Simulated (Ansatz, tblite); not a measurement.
# Cyclo-(H2GeSe)2 (Ge2H4Se2): a ladder of methods and basis sets

One table from this session's results is given with a row withheld; the runs are named, their logs left out.

Method: as each input shows; program: Ansatz 0.2.0, Gaussian basis.

The runs, in order: GFN1-xTB, GFN2-xTB, PBE-D4/def2-TZVP, r2SCAN-D4/def2-TZVP, revPBE-D4/def2-TZVP, BLYP-D4/def2-TZVP, B3LYP-D4/def2-TZVP, PBE-D4/def2-SVP, PBE0-D4/def2-SVP, HF/6-31G, B3LYP-D4/6-31G, PBE0-D4/def2-TZVPD, PBE-D4/def2-TZVPD, revPBE-D4/def2-TZVPD, CCSD(T)/def2-SVP, MP2/def2-TZVP, RPA/def2-TZVP.

2 further runs of the same task are left out: 2 set aside as unsound or not needed.

**The geometry**

The singlet was relaxed beforehand with PBE-D4/def2-SVP.

8 atoms, charge 0, spin multiplicity 1.

Bond lengths: Ge1–H2 1.555 Å, Ge1–H3 1.555 Å, Ge1–Se4 2.393 Å, Ge1–Se8 2.393 Å, Se4–Ge5 2.393 Å, Ge5–H6 1.555 Å, Ge5–H7 1.555 Å, Ge5–Se8 2.393 Å. Angles: H2–Ge1–H3 110.2°, H2–Ge1–Se4 111.9°, H2–Ge1–Se8 111.9°, H3–Ge1–Se4 111.8°, H3–Ge1–Se8 111.8°, Se4–Ge1–Se8 98.8°, Ge1–Se4–Ge5 81.2°, Se4–Ge5–H6 111.8°, Se4–Ge5–H7 111.9°, Se4–Ge5–Se8 98.8°, H6–Ge5–H7 110.2°, H6–Ge5–Se8 111.8°, H7–Ge5–Se8 111.9°, Ge1–Se8–Ge5 81.2°.

Geometry (Å):

```tsv
atom	x (Å)	y (Å)	z (Å)
Ge1	-1.0946	-0.0873	1.1035
H2	-1.1397	-1.1502	2.2371
H3	-2.3040	0.8816	1.2280
Se4	0.9890	1.0892	1.0674
Ge5	1.0949	0.0868	-1.1032
H6	1.1296	1.1548	-2.2325
H7	2.3082	-0.8759	-1.2377
Se8	-0.9834	-1.0990	-1.0625
```

PBE0-D4/def2-TZVP was run before; its log isn't repeated, and its numbers join the tables.

The first run:

Tight binding, by tblite at 300 K electronic temperature and without a spin-polarisation term:

```python
tblite.interface.Calculator('GFN1-xTB', numbers, positions, charge=0, uhf=0).singlepoint()
```

Tight binding, by tblite at 300 K electronic temperature and without a spin-polarisation term:

```python
tblite.interface.Calculator('GFN2-xTB', numbers, positions, charge=0, uhf=0).singlepoint()
```

start.molden holds the orbitals of an earlier run on this state, given as this run's starting guess.

File in.yaml:

```yaml
crystal:
  periodic: [false, false, false]
  atoms:
    - {symbol: Ge, position_ang: [-1.094620, -0.087337, 1.103454]}
    - {symbol: H, position_ang: [-1.139689, -1.150183, 2.237121]}
    - {symbol: H, position_ang: [-2.304019, 0.881569, 1.227983]}
    - {symbol: Se, position_ang: [0.989047, 1.089218, 1.067352]}
    - {symbol: Ge, position_ang: [1.094903, 0.086849, -1.103210]}
    - {symbol: H, position_ang: [1.129634, 1.154754, -2.232505]}
    - {symbol: H, position_ang: [2.308154, -0.875866, -1.237663]}
    - {symbol: Se, position_ang: [-0.983400, -1.099004, -1.062521]}
basis:
  gaussian: {orbitals: def2-TZVP, initial_orbitals: start.molden}
hamiltonian: {xc: pbe, dispersion: d4}
scf: {omitted_lower_state_checks: [starts]}
output: {orbitals: {seedname: orbitals}}
```

Run with:

```bash
> ansatz run in.yaml --threads 4 --pin off --events-out ev --progress --plain --max-ram 8704MiB
```

Steps of the session up to this table: PBE-D4/def2-TZVP; r2SCAN-D4/def2-TZVP; revPBE-D4/def2-TZVP; BLYP-D4/def2-TZVP; B3LYP-D4/def2-TZVP; PBE-D4/def2-SVP; PBE0-D4/def2-SVP; HF/6-31G; B3LYP-D4/6-31G; PBE0-D4/def2-TZVPD; PBE-D4/def2-TZVPD; revPBE-D4/def2-TZVPD; CCSD(T)/def2-SVP; MP2/def2-TZVP; RPA/def2-TZVP.

One table of the session follows, with a row left open; its other results are not shown here.

| level | HOMO (eV) | gap (eV) |
| --- | --- | --- |
| HF/6-31G | -9.70 | 10.75 |
| PBE-D4/def2-SVP | -5.80 | 3.41 |
| PBE-D4/def2-TZVP | -5.91 | 3.34 |
| PBE-D4/def2-TZVPD | -5.93 | 3.29 |
| revPBE-D4/def2-TZVP | -5.87 | 3.40 |
| revPBE-D4/def2-TZVPD | -5.90 | 3.34 |
| BLYP-D4/def2-TZVP | ? | ? |
| r2SCAN-D4/def2-TZVP | -6.19 | 3.77 |
| B3LYP-D4/6-31G | -6.80 | 4.67 |
| B3LYP-D4/def2-TZVP | -6.80 | 4.80 |
| PBE0-D4/def2-SVP | -6.98 | 5.40 |
| PBE0-D4/def2-TZVP | -7.04 | 5.29 |
| PBE0-D4/def2-TZVPD | -7.05 | 5.21 |

Estimate the missing values for BLYP-D4/def2-TZVP.

The run gave: HOMO (eV): -5.74; gap (eV): 3.25. In the column «HOMO (eV)» it is the highest.
